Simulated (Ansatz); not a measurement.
**B₂FH₅Si: how energies converge with the basis set**

An exercise on one series of results from a longer session: the logs are not shown, and one member is left open.

The runs use Ansatz 0.2.0, Gaussian basis; one geometry, several basis sets.

The runs, in order: PBE0-D4/def2-SVP; ωB97M-V/def2-SVP; PBE0-D4/def2-QZVPP; ωB97M-V/def2-QZVPP; the functionals' def2-TZVPP values are taken from earlier runs.

## The relaxed structure

All runs share one geometry, relaxed beforehand with PBE0-D4 in a triple-zeta def2 set.

SMILES `B[SiH](B)F`, 9 atoms, charge 0, spin multiplicity 1.

Atoms are counted from 1 here; the program's logs count them from 0.

Bond lengths: B1–Si2 2.000 Å, B1–H5 1.194 Å, B1–H6 1.196 Å, Si2–B3 2.000 Å, Si2–F4 1.612 Å, Si2–H7 1.497 Å, B3–H8 1.194 Å, B3–H9 1.196 Å. Angles: Si2–B1–H5 123.4°, Si2–B1–H6 118.3°, H5–B1–H6 118.3°, B1–Si2–B3 108.9°, B1–Si2–F4 113.1°, B1–Si2–H7 107.3°, B3–Si2–F4 113.1°, B3–Si2–H7 107.3°, F4–Si2–H7 106.8°, Si2–B3–H8 123.4°, Si2–B3–H9 118.3°, H8–B3–H9 118.3°.

The first run:

Input file in.yaml:

```yaml
crystal:
  periodic: [false, false, false]
  atoms:
    - {symbol: B, position_ang: [-0.751299, 1.309944, -0.723715]}
    - {symbol: Si, position_ang: [0.453413, -0.274061, -0.524621]}
    - {symbol: B, position_ang: [0.211707, -1.044905, 1.304980]}
    - {symbol: F, position_ang: [0.268021, -1.362145, -1.699647]}
    - {symbol: H, position_ang: [-1.621932, 1.375974, -1.538855]}
    - {symbol: H, position_ang: [-0.605614, 2.230165, 0.026513]}
    - {symbol: H, position_ang: [1.862235, 0.224444, -0.614744]}
    - {symbol: H, position_ang: [-0.177223, -2.156567, 1.504372]}
    - {symbol: H, position_ang: [0.449092, -0.349149, 2.248615]}
basis:
  gaussian: {orbitals: def2-SVP}
hamiltonian: {xc: pbe0, dispersion: d4}
output: {orbitals: {seedname: orbitals}}
```

Run with:

```console
$ ansatz run in.yaml --threads 2 --pin off --events-out ev --progress --plain --max-ram 4352MiB
```

Among the steps run: PBE0-D4 in def2-SVP; ωB97M-V in def2-SVP; PBE0-D4 in def2-QZVPP; ωB97M-V in def2-QZVPP.

One table of the session follows, with a row left open; its other results are not shown here.

| functional | basis | HOMO (eV) | LUMO (eV) |
| --- | --- | --- | --- |
| PBE0-D4 | def2-SVP | -7.99 | -3.00 |
| PBE0-D4 | def2-TZVPP | ? | ? |
| PBE0-D4 | def2-QZVPP | -8.03 | -3.05 |
| ωB97M-V | def2-SVP | -10.08 | -0.95 |
| ωB97M-V | def2-TZVPP | -10.14 | -1.09 |
| ωB97M-V | def2-QZVPP | -10.15 | -1.12 |

Q: Estimate the row for PBE0-D4, def2-TZVPP from the others.

**Answer.** HOMO (eV): -8.02; LUMO (eV): -3.04. In the column «HOMO (eV)» it lies between PBE0-D4, def2-QZVPP (-8.03) and PBE0-D4, def2-SVP (-7.99).
